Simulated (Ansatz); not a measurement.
Consider vertical spin-state energies of BBrH₄O₂Si, SMILES BO[SiH](O)Br (Ansatz's Python interface).

The script, `spin_bbrh4o2si.py`:
```python
import logging
import sys

import ansatz as az

logging.basicConfig(stream=sys.stdout, format="%(levelname)s %(message)s")
log = logging.getLogger("bbrh4o2si")
log.setLevel(logging.INFO)


def main() -> None:
    geometry_ang = [
        ("B", (-0.0358, 1.1141, 1.4358)),
        ("O", (0.6889, -0.0122, 1.0103)),
        ("Si", (0.0108, -0.4928, -0.5219)),
        ("O", (0.67, -2.0669, -0.8765)),
        ("Br", (0.7395, 0.9109, -2.1464)),
        ("H", (0.2817, 2.2613, 1.1354)),
        ("H", (-1.021, 1.0251, 2.0988)),
        ("H", (-1.3909, -0.4915, -0.4736)),
        ("H", (0.1453, -2.2943, -1.6789)),
    ]
    geometry = az.Crystal.molecule()
    for symbol, xyz in geometry_ang:
        geometry = geometry.atom(symbol, xyz)

    model = (
        geometry.calculation()
        .basis(gaussian="cc-pVDZ")
        .functional("cam_b3lyp")
        .scf(lower_state_search="standard")
    )
    found = {}
    for unpaired in [0, 2]:
        r = model.spin("collinear", total=unpaired).run().report
        s = unpaired / 2
        found[unpaired] = r["free_energy_ev"]
        log.info(f"2S+1 = {unpaired + 1}: E = {found[unpaired]:.5f} eV, <S^2> = {abs(r['mean_field']['state']['spin_squared']):.3f} (pure state {s * (s + 1):.2f})")
    lowest = min(found, key=found.get)
    for unpaired, e in found.items():
        log.info(f"multiplicity {unpaired + 1}: {23.060548 * (e - found[lowest]):.1f} kcal/mol above the lowest")


if __name__ == "__main__":
    main()
```

Which spin state is lowest at this geometry, and how far above lie the others?

In order: multiplicity 1 (+0.00 eV) and multiplicity 3 (+4.46 eV), all at the one geometry.

The output:

```console
$ python spin_bbrh4o2si.py
INFO 2S+1 = 1: E = -82763.73326 eV, <S^2> = 0.000 (pure state 0.00)
INFO 2S+1 = 3: E = -82759.26905 eV, <S^2> = 2.007 (pure state 2.00)
INFO multiplicity 1: 0.0 kcal/mol above the lowest
INFO multiplicity 3: 102.9 kcal/mol above the lowest
```

Reading the output:
- The settings weren't tested for convergence.
- The geometry is a force-field or estimated start, not a minimum of this method, and the basis set is short of its limit. All parts are taken at fixed geometry, without zero-point energy.
- The whole script took 14 s on 1 thread of Intel(R) Xeon(R) Processor @ 2.30GHz, on a shared host, peak memory 0.53 GiB.
